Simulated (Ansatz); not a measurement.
# CH₅FGeSiZn: up Jacob's ladder to CCSD(T)

Aim: compute CH₅FGeSiZn with functionals from several rungs and with coupled cluster, and see how far each lands from CCSD(T) at the basis-set limit for the atomisation energy.

The runs use Ansatz 0.2.0, Gaussian basis; functionals in def2-TZVPP, the program's frozen cores in correlated methods.

Levels to be run: LDA (SPW92), PBE-D4, revPBE-D4, BLYP-D4, r2SCAN-D4, B97M-V, PBE0-D4, B3LYP-D4, r2SCANh-D4, r2SCAN0-D4, HSE06-D4, BHLYP-D4, CAM-B3LYP-D4, LC-ωPBE, ωB97X-V, ωB97M-V, B2PLYP, PBE-QIDH; CCSD(T)/def2-SVP; CCSD(T)/def2-TZVPP; MP2/def2-QZVPP; extrapolation to the limit; RPA on PBE.

**1. The relaxed structure**

All runs share one geometry, relaxed beforehand with PBE0-D4 in a triple-zeta def2 set.

SMILES `[F][Zn][GeH]1[CH2][SiH2]1`, 10 atoms, charge 0, spin multiplicity 1.

Atoms are counted from 1 here; the program's logs count them from 0.

Bond lengths: F1–Zn2 1.760 Å, Zn2–Ge3 2.336 Å, Ge3–C4 2.027 Å, Ge3–Si5 2.311 Å, Ge3–H6 1.534 Å, C4–Si5 1.870 Å, C4–H7 1.086 Å, C4–H8 1.087 Å, Si5–H9 1.481 Å, Si5–H10 1.481 Å. Angles: F1–Zn2–Ge3 178.3°, Zn2–Ge3–C4 117.1°, Zn2–Ge3–Si5 123.5°, Zn2–Ge3–H6 118.3°, C4–Ge3–Si5 50.6°, C4–Ge3–H6 110.8°, Si5–Ge3–H6 116.4°, Ge3–C4–Si5 72.6°, Ge3–C4–H7 116.3°, Ge3–C4–H8 114.1°, Si5–C4–H7 118.4°, Si5–C4–H8 118.2°, H7–C4–H8 111.9°, Ge3–Si5–C4 56.8°, Ge3–Si5–H9 120.2°, Ge3–Si5–H10 120.7°, C4–Si5–H9 116.8°, C4–Si5–H10 117.4° and more.

**2. LDA**

This LDA is Slater exchange with PW92 correlation.

File in.yaml:

```yaml
crystal:
  periodic: [false, false, false]
  atoms:
    - {symbol: F, position_ang: [-3.895109, -1.911539, 0.583397]}
    - {symbol: Zn, position_ang: [-2.357365, -1.073404, 0.760158]}
    - {symbol: Ge, position_ang: [-0.328858, 0.071890, 0.935487]}
    - {symbol: C, position_ang: [1.160415, -0.487796, -0.320139]}
    - {symbol: Si, position_ang: [0.633489, 1.237932, -0.811960]}
    - {symbol: H, position_ang: [0.222264, 0.366888, 2.336223]}
    - {symbol: H, position_ang: [0.936805, -1.308871, -0.994891]}
    - {symbol: H, position_ang: [2.125179, -0.611971, 0.164355]}
    - {symbol: H, position_ang: [-0.083714, 1.375826, -2.100741]}
    - {symbol: H, position_ang: [1.586885, 2.341044, -0.551900]}
basis:
  gaussian: {orbitals: def2-TZVPP}
hamiltonian: {xc: lda}
output: {orbitals: {seedname: orbitals}}
```

Started as:

```sh
$ ansatz run in.yaml --threads 2 --pin off --events-out ev --progress --plain --max-ram 22528MiB --backend cuda --devices 0, --max-vram 18GiB
```

The runs that follow: PBE-D4 (GGA); revPBE-D4 (GGA); BLYP-D4 (GGA); r2SCAN-D4 (meta-GGA); B97M-V (meta-GGA); B3LYP-D4 (hybrid); r2SCANh-D4 (hybrid); r2SCAN0-D4 (hybrid); HSE06-D4 (hybrid); BHLYP-D4 (hybrid); CAM-B3LYP-D4 (range-separated); LC-ωPBE (range-separated); ωB97X-V (range-separated); ωB97M-V (range-separated); B2PLYP (double hybrid); PBE-QIDH (double hybrid); CCSD(T) in def2-SVP; CCSD(T) in def2-TZVPP; MP2 in def2-QZVPP; RPA on PBE orbitals.

Q: Predict the results of all the runs planned. Wanted: atomisation energy, CCSD(T)/CBS; farthest beyond LDA; mean size of error, GGA; mean size of error, meta-GGA; mean size of error, hybrid; mean size of error, range-separated; mean size of error, double hybrid; gap, smallest and largest; T1 diagnostic.

**Answer**, as computed:

| quantity | value |
| --- | --- |
| atomisation energy, CCSD(T)/CBS | 31.131 eV |
| functionals within 0.311 eV (1.0 %) | PBE-D4, r2SCAN-D4, B97M-V, PBE0-D4, r2SCANh-D4, HSE06-D4, CAM-B3LYP-D4, LC-ωPBE, ωB97X-V, ωB97M-V, PBE-QIDH |
| farthest beyond LDA | BHLYP-D4 (-1.265 eV) |
| mean size of error, GGA | 0.532 eV |
| mean size of error, meta-GGA | 0.101 eV |
| mean size of error, hybrid | 0.473 eV |
| mean size of error, range-separated | 0.194 eV |
| mean size of error, double hybrid | 0.495 eV |
| gap, smallest and largest | 3.64 eV (BLYP-D4), 9.78 eV (LC-ωPBE) |
| T1 diagnostic | 0.0145 |
| triples share of the correlation energy | 3.5 % |

The LDA atomisation energy is off by 4.366 eV (14 %): it overbinds. PBE-D4 is off by +0.114 eV. Double hybrids carry the basis error of their MP2 part in triple zeta, and no dispersion term here, so their miss is partly the set-up's. The rungs meta-GGA, range-separated miss on average by less than the doubt on the reference (0.311 eV), so they tie. The reference freezes the cores and leaves out relativity and excitations past (T), and its outer-core shells are covered unevenly, so misses under about 0.311 eV can't be ranked. Hartree-Fock recovers 71 % of the binding; the rest is correlation. CCSD(T) in def2-SVP is off by -2.324 eV, so the small basis spoils what the method gains. Orbital gaps span 3.6 to 9.8 eV; exact exchange widens them. For Zn the d shell is correlated and the shells below it are frozen. Correlated methods include outer-core shells of Ge, which these sets cover unevenly.
